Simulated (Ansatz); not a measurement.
# ZnGaP: the cost of one run

Computed with Ansatz 0.2.0 (DFT PBE, scalar-relativistic, plane waves, PAW, unless a step's input says otherwise).

## (1) The structure to begin with

The structure is hexagonal, space group P-6m2 (No. 187). Conventional cell: a = 3.996 Å, b = 3.996 Å, c = 4.289 Å, α = 90.00°, β = 90.00°, γ = 120.00°. Zn (site symmetry -6m2) is surrounded by 3 P at 2.31 Å. Around Ga (site symmetry -6m2) lie 6 P at 3.15 Å and 6 Zn at 3.15 Å. Around P (site symmetry -6m2) lie 3 Zn at 2.31 Å and 6 Ga at 3.15 Å.

Structure file:

```cif
data_structure
_symmetry_space_group_name_H-M 'P-6m2'
_symmetry_Int_Tables_number 187
_cell_length_a 3.9963
_cell_length_b 3.9963
_cell_length_c 4.2886
_cell_angle_alpha 90.000
_cell_angle_beta 90.000
_cell_angle_gamma 120.000
_cell_volume 59.31
loop_
_atom_site_label
_atom_site_type_symbol
_atom_site_symmetry_multiplicity
_atom_site_Wyckoff_symbol
_atom_site_fract_x
_atom_site_fract_y
_atom_site_fract_z
_atom_site_occupancy
Zn1 Zn 1 b 0.00000 0.00000 0.50000 1
Ga1 Ga 1 e 0.66667 0.33333 0.00000 1
P1 P 1 d 0.33333 0.66667 0.50000 1
```

The cell is invented: species swapped into a database cell of CaGaSi (P-6m2, No. 187), with Ga on the Ca sites, Zn on the Ga sites and P on the Si sites. The dimensions are guesses.

## (2) Probe: one point on a coarse mesh

The input, input.yaml:

```yaml
crystal:
  lattice:
    - [3.99625287, 0.0, 0.0]
    - [-1.99812643, 3.4608565, 0.0]
    - [0.0, 0.0, 4.28864829]
  atoms:
    - { symbol: Zn, position: [0.0, 0.0, 0.5] }
    - { symbol: Ga, position: [0.66666667, 0.33333333, 0.0] }
    - { symbol: P, position: [0.33333333, 0.66666667, 0.5] }
basis:
  ecutwfc: 420
kpoints:
  mp_grid: { grid: [6, 6, 4] }
hamiltonian:
  xc: pbe
scf:
  occupations: { method: gaussian, width: 0.1 }
  lower_state_search: "off"
output:
  forces: true
  stress: true
  eigenvalues: true
```

The run is started by

```console
$ ansatz run input.yaml --threads 1 --pin off --max-ram 2048MiB --backend cpu --events-out ev --progress --plain --runs-dir out
```

**Question.** How long does this run take on 1 thread of Arm Neoverse V1, shared host, and how much memory does it need?

About 3.1 s, with a peak of 0.33 GiB.
